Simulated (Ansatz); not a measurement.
# GeNH3 (triplet): from Hartree-Fock to the top rungs at a displaced geometry (v2), cc-pVDZ

How much of the correlation energy of GeNH3 (triplet) does each wave-function method recover here?

Method: cc-pVDZ, core rule «outside noble gas», up to 15 orbitals frozen; program: Ansatz 0.2.0, Gaussian basis.

Plan: UHF; CCSD(T) on ROHF; CCSD(T) on UHF; BCCD(T) on ROHF; CISD; CCSDT(Q) on ROHF; CCSDT(Q) on UHF.

28 further runs of the same task are left out: 15 that didn't finish, 13 set aside as unsound or not needed.

**1. What is computed**

The geometry is a PBE0/def2-TZVP stationary point (not a proven minimum) with its atoms shifted at random (size 0.100 Å). No spin-orbit coupling is included. The filled d shell of Ge may be among the frozen orbitals whatever the setting's name suggests; the logs give the count.

5 atoms, charge 0, spin multiplicity 3.

Atoms are counted from 1 here; the program's logs count them from 0.

Bond lengths: Ge1–N2 1.730 Å, Ge1–H3 1.545 Å, Ge1–H4 1.595 Å, Ge1–H5 1.686 Å. Angles: N2–Ge1–H3 111.3°, N2–Ge1–H4 107.6°, N2–Ge1–H5 111.0°, H3–Ge1–H4 110.9°, H3–Ge1–H5 109.2°, H4–Ge1–H5 106.7°.

**2. UHF**

in.yaml

```yaml
crystal:
  periodic: [false, false, false]
  atoms:
    - {symbol: Ge, position_ang: [-0.251656, -0.001166, -0.000304]}
    - {symbol: N, position_ang: [1.477830, 0.021613, 0.005363]}
    - {symbol: H, position_ang: [-0.832197, 1.430412, 0.006165]}
    - {symbol: H, position_ang: [-0.728487, -0.815100, 1.285864]}
    - {symbol: H, position_ang: [-0.839474, -0.831609, -1.344639]}
basis:
  gaussian: {orbitals: cc-pVDZ}
magnetization: {spin_polarized: true, initial_magnetization: 2}
hamiltonian: {xc: hf}
output: {orbitals: {seedname: orbitals}}
```

Launch:

```bash
> ansatz run in.yaml --threads 1 --pin off --events-out ev --progress --plain --max-ram 2393MiB
```

The runs that follow: CCSD(T) on ROHF; CCSD(T) on UHF; BCCD(T) on ROHF; CISD; CCSDT(Q) on ROHF; CCSDT(Q) on UHF.

**Question.** What will the summary of the whole plan be? Wanted: UCCSDT(Q) below the RHF energy; RMP2 from UCCSDT(Q); UMP2 from UCCSDT(Q); RCCSD from UCCSDT(Q); RCCSD(T) from UCCSDT(Q); UCCSD(T) from UCCSDT(Q); RCCSDT(Q) from UCCSDT(Q); T1 diagnostic.

The runs gave:

```
                         quantity                                                   value
   UCCSDT(Q) below the RHF energy                                              -6.8058 eV
              RMP2 from UCCSDT(Q)                                             +1308.3 meV
              UMP2 from UCCSDT(Q)                                             +1297.9 meV
             RCCSD from UCCSDT(Q)                                              +178.6 meV
          RCCSD(T) from UCCSDT(Q)                                               +40.0 meV
          UCCSD(T) from UCCSDT(Q)                                               +38.3 meV
         RCCSDT(Q) from UCCSDT(Q)                                                +2.2 meV
levels within 1 kcal/mol (43 meV)  RCCSD(T), UCCSD(T), BCCD(T), RCCSDT, UCCSDT, RCCSDT(Q)
                    T1 diagnostic                                                   0.025
```

What this shows: RCCSD(T) misses by +40.0 meV, 0.6 % of the correlation energy. These misses are within one basis, not against nature; the frozen cores of restricted and unrestricted runs differ, which can shift their rows.
